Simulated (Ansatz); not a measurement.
**ZrB: relaxation of cell and atoms with PBEsol**

The system is ZrB.

```
Zr B
1.0
     0.00000    2.32500    2.32500
     2.32500    0.00000    2.32500
     2.32500    2.32500    0.00000
Zr B
1 1
Direct
  0.00000 0.00000 0.00000
  0.50000 0.50000 0.50000
```

* Program: Ansatz 0.2.0
* Task: relaxation of cell and atoms
* Functional: PBEsol
* Potentials or basis: Ansatz PAW
* Cutoff: 420 eV (not typed: the program's choice for these potentials)
* k mesh: 10 × 10 × 10
* Occupations: fermi-dirac, width 0.05 eV
* Spin: no spin polarisation

```yaml
Relaxed_volume: 14.36 Å³/atom
Relaxed_cell: a = 3.438 Å, b = 3.438 Å, c = 3.438 Å, α = 60.00°, β = 60.00°, γ = 60.00°
Space_group_after_relaxing_to_0.05_Å: Fm-3m (No. 225)
Energy_gained_by_relaxing: 146.7 meV/atom
Ionic_steps: 7
Pressure_after_relaxing: 0.0 GPa
Band_gap_on_the_k_mesh: none (metal or under the smearing width)
```

The path:
| step | energy change (eV) | largest force (eV/Å) | volume (Å³) |
| --- | --- | --- | --- |
| 1 | 0.0000 | 0.0000 | 25.14 |
| 2 | -0.2885 | 0.0000 | 28.99 |
| 3 | -0.2901 | 0.0000 | 28.76 |
| 4 | -0.2902 | 0.0000 | 28.70 |
| 5 | -0.2933 | 0.0000 | 28.70 |
| 6 | -0.2933 | 0.0000 | 28.73 |
| 7 | -0.2933 | 0.0000 | 28.73 |

Final structure:
```
Zr B
1.0
     0.00000    2.43078    2.43078
     2.43078    0.00000    2.43078
     2.43078    2.43078    0.00000
Zr B
1 1
Cartesian
  0.0000 0.0000 0.0000
  2.4308 2.4308 2.4308
```

Levels at points of the mesh, in eV from the Fermi level:
```
             k point  band 4  band 5  band 6  band 7  band 8  band 9  band 10  band 11  band 12
  (0.00, 0.00, 0.00)  -25.08   -8.07    1.76    1.76    1.76    3.24     3.24     3.53     3.53
 (0.00, 0.00, -0.50)  -25.14   -4.04   -3.88   -1.18   -1.18    4.97     4.97     6.29     7.61
(0.00, -0.50, -0.50)  -25.29   -6.12   -0.85   -0.71    2.15    2.15     4.72     5.92     5.92
```

Wall time 5.5 s on 2 threads of Intel(R) Xeon(R) Platinum 8259CL CPU @ 2.50GHz (Skylake/Cascade Lake), on a shared host, peak memory 0.38 GiB.

Caveat: the plane-wave basis is chosen anew once the cell has moved, so the energies of steps on either side of that aren't comparable; the PAW data sets come from PBE, with cores solved anew for the run's functional, which leaves a small shift of forces and pressure. Zero-point motion and thermal expansion aren't in these numbers.
